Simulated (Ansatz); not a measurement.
# Ag: the cost of one run

Method: DFT PBEsol, scalar-relativistic, plane waves, PAW, in Ansatz 0.2.0.

3 further runs of the same task are left out: 2 that didn't finish, 1 set aside as unsound or not needed.

**1. The system as given**

It takes space group P6_3/mmc (No. 194, hexagonal). Conventional cell: a = 2.871 Å, b = 2.871 Å, c = 9.338 Å, α = 90.00°, β = 90.00°, γ = 120.00°. Around Ag (site symmetry -6m2) lie 12 Ag at 2.86 to 2.87 Å. Around Ag (site symmetry -3m) lie 12 Ag at 2.86 to 2.87 Å.

As a file:

```xyz
4
Lattice="2.8710 0.0000 0.0000 -1.4355 2.4863 0.0000 0.0000 0.0000 9.3381" Properties=species:S:1:pos:R:3 pbc="T T T"
Ag    0.0000    1.6575    2.3345
Ag    1.4355    0.8288    7.0035
Ag    0.0000    0.0000    0.0000
Ag    0.0000    0.0000    4.6690
```

It is the result of an earlier relaxation at this level (volume 16.66 Å³/atom; gap on the mesh: none (metal)).

**2. Zero of the scan**

Input file input.yaml:

```yaml
crystal:
  lattice:
    - [2.8709531706, 0.0, 0.0]
    - [-1.4354765853, 2.4863183788, 0.0]
    - [0.0, 0.0, 9.3380588752]
  atoms:
    - { symbol: Ag, position: [0.3333333333, 0.6666666667, 0.25] }
    - { symbol: Ag, position: [0.6666666667, 0.3333333333, 0.75] }
    - { symbol: Ag, position: [0.0, 0.0, 0.0] }
    - { symbol: Ag, position: [0.0, 0.0, 0.5] }
basis:
  ecutwfc: 420
kpoints:
  mp_grid: { grid: [18, 18, 6] }
hamiltonian:
  xc: pbesol
scf:
  occupations: { method: gaussian, width: 0.15 }
output:
  forces: true
  stress: true
  eigenvalues: true
  write_density: true
  write_potential: true
  elf: true
  volumetric_format: npy
```

The run is started by

```bash
ansatz run input.yaml --threads 1 --pin off --max-ram 2560MiB --backend cpu --events-out ev --progress --plain --runs-dir out
```

Q: Estimate wall time and peak memory on 1 thread of Intel Xeon Platinum 8175M at 2.50GHz (Skylake/Cascade Lake), shared host.

About 20 s, with a peak of 0.59 GiB.
